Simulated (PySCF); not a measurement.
# C4HBF2: the cost of one run

Programs: PySCF 2.14.0, with density-fitted response routines of our own. Each step states its level of theory. These are calculated values for one molecule in the gas phase, unless marked as measured. Atoms count from 0, in the outputs and in this text.

## (1) Starting geometry

8 atoms, charge 0, multiplicity 1; geometry from: GFN2-xTB. The atoms were then displaced at random by about 0.01 Å, so the start is not that level's minimum.

Bonds of the start (Å): C0–C1 1.23, C1–C2 1.37, C2–C3 1.16, C3–B4 1.54, B4–F5 1.33, B4–F6 1.31, C0–H7 1.04.

## (2) Optimising the geometry at PBE0-D3(BJ)/def2-SVP

The job: settings as JSON, then the geometry in Å.

```
{"job": {"xc": "PBE0", "basis": "def2-SVP", "d3": "d3bj", "grid": 1, "shake": 0.01, "kind": "geom"}, "charge": 0, "multiplicity": 1}
C      2.888040    -0.367620     1.079900
C      1.698250    -0.209440     0.789950
C      0.375130    -0.051850     0.465580
C     -0.743220     0.093780     0.183360
B     -2.233470     0.261820    -0.179410
F     -2.766780     1.456340    -0.406960
F     -3.058180    -0.747100    -0.269310
H      3.895360    -0.455070     1.319250
```

The run is started by

```console
$ OMP_NUM_THREADS=1 python probes_run.py task.json out
```

The driver reads the jobs from task.json and runs them one after another.

**Question.** How long does this first job take on 1 thread of Arm Neoverse V2, shared host, and how much memory does it need?

About 22 s, with a peak of 0.4 GiB.
